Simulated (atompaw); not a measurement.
# Pseudopotential generation for Cs: PAW (atompaw), LDA (PW92)

Task: generate the file, and judge it by its logarithmic derivatives, its ghosts and its cutoff.

The numbers are computed with atompaw 4.2.0.5 (LDA (PW92), scalar-relativistic, spin-unpolarised reference atom).

1 further run of the same task is left out (it didn't finish).

## (1) Settings

Typed settings, in words:

```json
{
 "element": "caesium (Cs, Z = 55)",
 "type": "PAW",
 "frozen core": "[Kr] 4d10",
 "valence charge": "9",
 "reference configuration": "5s2 5p6 5d0 6s0 6p0 (charge +1)",
 "partial waves": "5s (bound): rc 2.90 bohr; 6s (bound, empty): rc 3.00 bohr; 5p (bound): rc 3.00 bohr; 6p (bound, empty): rc 3.00 bohr; 5d (bound, empty): rc 3.00 bohr; 5d channel at 1.8 Ry: rc 3.00 bohr",
 "local potential": "vpsmatchnc scheme with l = 3 at 0 Ry, radius 2.10 bohr",
 "core correction": "smooth core density matched at 1.90 bohr",
 "augmentation charge": "besselshape compensation charge, radius 2.65 bohr; PAW radius 3.00 bohr; waves and projectors: custom polynom2 7 10 vanderbiltortho"
}
```

The outer shells as boxes (Hund's rule for the drawing; the calculation is spin-unpolarised):

```
[Kr] core
4d [↑↓][↑↓][↑↓][↑↓][↑↓]
5s [↑↓]
5p [↑↓][↑↓][↑↓]
5d [  ][  ][  ][  ][  ]
6s [  ]
6p [  ][  ][  ]
```

The nodes and maxima of the atom's own shells, from an earlier all-electron run, set the scale for the radii.

All-electron outer shells of the reference configuration (LDA (PW92), scalar-relativistic, ld1.x):

| shell | level (eV) | outermost node (bohr) | outermost maximum (bohr) |
| --- | --- | --- | --- |
| 4p | -165.80 | 0.36 | 0.67 |
| 4d | -79.57 | 0.33 | 0.72 |
| 5s | -32.18 | 0.82 | 1.54 |
| 5p | -18.83 | 0.89 | 1.76 |
| 6s | -5.65 | 2.08 | 4.08 |
| 5d | -4.47 | 1.05 | 2.84 |
| 6p | -3.34 | 2.51 | 5.23 |

## (2) Generation

File Cs.input:

```
Cs 55
LDA-PW scalarrelativistic loggrid 2001 logderivrange -4 5 226
6 6 5 0 0 0
6 0 0
6 1 0
5 2 0
0 0 0
c
c
c
c
v
v
c
c
c
v
v
c
c
v
2
3.00 2.65 2.10 1.90
n
n
y
1.8
n
custom polynom2 7 10 vanderbiltortho besselshape
3 0 vpsmatchnc
2.90
3.00
3.00
3.00
3.00
3.00
PWSCFOUT
UPFDX 0.0125d0 UPFXMIN -7.d0 UPFZMESH 55.d0
END
```

The run is started by

```bash
$ atompaw < Cs.input > Cs.log
```

What does the calculation give? Wanted: cutoffs for 10 and 1 mRy, occupied levels; bound ghosts; largest phase difference near zero energy, channels read; lowest eigenvalue of the overlap; share of valence orbitals outside the PAW sphere; UPF file.

As calculated:

| quantity | value |
| --- | --- |
| cutoffs for 10 and 1 mRy, occupied levels | 30 Ry and 40 Ry |
| bound ghosts | s at -248.15 eV, p at -131.35 eV, d at -27.12 eV |
| largest phase difference near zero energy, channels read | 0.742 rad |
| lowest eigenvalue of the overlap (Bessel basis) | 0.683 (s) |
| share of valence orbitals outside the PAW sphere | 5s 3 %, 6s 89 %, 5p 11 %, 6p 95 %, 5d 61 % |
| UPF file | written |

What this shows: A bound ghost (s, p, d) makes it unfit for use: electrons can fall into a state that the atom doesn't have. The potential is soft on the atom at that tolerance: the looser tolerance needs 30 Ry. The slowest occupied level is 5p: taken alone it needs 30 Ry to come within 1 mRy, against 21 Ry for 5s. Of the channels read, s scatters worst near zero energy, by up to 0.74 rad. In the s channel the atom's pole at 3.41 Ry sits lower, at 0.91 Ry, in the pseudo curve. The pseudo curves have a pole with no partner nearby in the atom's: d at -1.97 Ry. All of this concerns the isolated atom, not yet a solid.
